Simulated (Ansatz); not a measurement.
# C₃H₆BN: basis-set convergence

How large a basis does C₃H₆BN need? Two functionals are run in growing sets.

The runs use Ansatz 0.2.0, Gaussian basis; one geometry, several basis sets.

Plan: PBE0-D4/def2-SVP; ωB97M-V/def2-SVP; PBE0-D4/def2-QZVPP; ωB97M-V/def2-QZVPP; the functionals' def2-TZVPP values are taken from earlier runs.

## Step 1: The relaxed structure

All runs share one geometry, relaxed beforehand with PBE0-D4 in a triple-zeta def2 set.

SMILES `BNC=C=C`, 11 atoms, charge 0, spin multiplicity 1.

Atoms are counted from 1 here; the program's logs count them from 0.

Bond lengths: B1–N2 1.393 Å, B1–H6 1.194 Å, B1–H7 1.196 Å, N2–C3 1.399 Å, N2–H8 1.009 Å, C3–C4 1.306 Å, C3–H9 1.086 Å, C4–C5 1.300 Å, C5–H10 1.087 Å, C5–H11 1.087 Å. Angles: N2–B1–H6 118.5°, N2–B1–H7 118.6°, H6–B1–H7 122.9°, B1–N2–C3 126.0°, B1–N2–H8 120.2°, C3–N2–H8 113.8°, N2–C3–C4 125.1°, N2–C3–H9 114.5°, C4–C3–H9 120.4°, C3–C4–C5 179.4°, C4–C5–H10 121.6°, C4–C5–H11 121.6°, H10–C5–H11 116.9°.

## Step 2: PBE0-D4 in def2-SVP

The input, in.yaml:

```yaml
crystal:
  periodic: [false, false, false]
  atoms:
    - {symbol: B, position_ang: [-0.579283, 1.543493, 1.696697]}
    - {symbol: N, position_ang: [-0.030573, 0.492053, 0.966698]}
    - {symbol: C, position_ang: [-0.288980, 0.199931, -0.376702]}
    - {symbol: C, position_ang: [0.236262, -0.791822, -1.044863]}
    - {symbol: C, position_ang: [0.751326, -1.774522, -1.721634]}
    - {symbol: H, position_ang: [-0.262771, 1.667495, 2.841705]}
    - {symbol: H, position_ang: [-1.345575, 2.281581, 1.150249]}
    - {symbol: H, position_ang: [0.618763, -0.144600, 1.404573]}
    - {symbol: H, position_ang: [-0.986347, 0.878172, -0.858554]}
    - {symbol: H, position_ang: [1.681299, -1.659908, -2.272787]}
    - {symbol: H, position_ang: [0.271179, -2.748871, -1.764684]}
basis:
  gaussian: {orbitals: def2-SVP}
hamiltonian: {xc: pbe0, dispersion: d4}
output: {orbitals: {seedname: orbitals}}
```

Launch:

```sh
$ ansatz run in.yaml --threads 2 --pin off --events-out ev --progress --plain --max-ram 4352MiB
```

Further steps of the session: ωB97M-V in def2-SVP; PBE0-D4 in def2-QZVPP; ωB97M-V in def2-QZVPP.

Q: Predict the results of all the runs planned. Wanted: PBE0-D4: double and triple zeta above quadruple; ωB97M-V: double and triple zeta above quadruple.

**Answer**, as computed:

| quantity | value |
| --- | --- |
| PBE0-D4: double and triple zeta above quadruple | 6.19, 0.30 eV |
| ωB97M-V: double and triple zeta above quadruple | 6.46, 0.28 eV |

For PBE0-D4 the step from double to triple zeta gains 5.88 eV and the next only 0.30 eV. Total energies overstate the basis error of differences, where much of it tends to cancel. The LUMO of ωB97M-V is positive and keeps falling with the basis (1.79 to 1.27 eV): an unbound level that the basis holds in place.
